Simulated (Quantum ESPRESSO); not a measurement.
**TaTe: zone-centre phonons under several settings**

```xyz
2
Lattice="3.4201 0.0000 0.0000 0.0000 3.4201 0.0000 0.0000 0.0000 3.4201" Properties=species:S:1:pos:R:3 pbc="T T T"
Ta    1.7100    1.7100    1.7100
Te    0.0000    0.0000    0.0000
```

The cell was built by a generator and needn't be a form met in nature.

All runs used Quantum ESPRESSO 7.5; potentials PseudoDojo 0.4.1 SR PBEsol standard; given cell; no spin polarisation; cutoff 1088 eV; occupations fermi-dirac, width 0.05 eV.

| level | k mesh (s: shifted) | pressure (GPa) | lowest optical mode without the field (cm⁻¹) |
| --- | --- | --- | --- |
| PBEsol | 2 × 2 × 2 | ? | ? |
| PBEsol | 4 × 4 × 4 | -5.4 | 88 |
| PBEsol | 6 × 6 × 6 | -4.8 | 111 |
| PBEsol | 8 × 8 × 8 | -4.7 | 116 |
| PBEsol | 10 × 10 × 10 | -4.7 | 117 |

Question: What stands in the row left open?

Answer: Pressure -6.8 GPa; lowest optical mode without the field 235i cm⁻¹.

Values marked i are imaginary: the cell is unstable against those modes at that level, or the meshes are too thin.

Caveats: some runs use coarse meshes; the cell is more than 3 GPa from zero pressure, which shifts response properties; the mesh is thin for the phonons of a metal (some runs); some modes are imaginary (some runs).

For the row left open. Caveat: the k mesh is coarse (spacing up to 0.92 Å⁻¹), so the values aren't converged; the mesh is thin for the phonons of a metal; some modes are imaginary; the cell is more than 3 GPa from zero pressure, which shifts response properties.
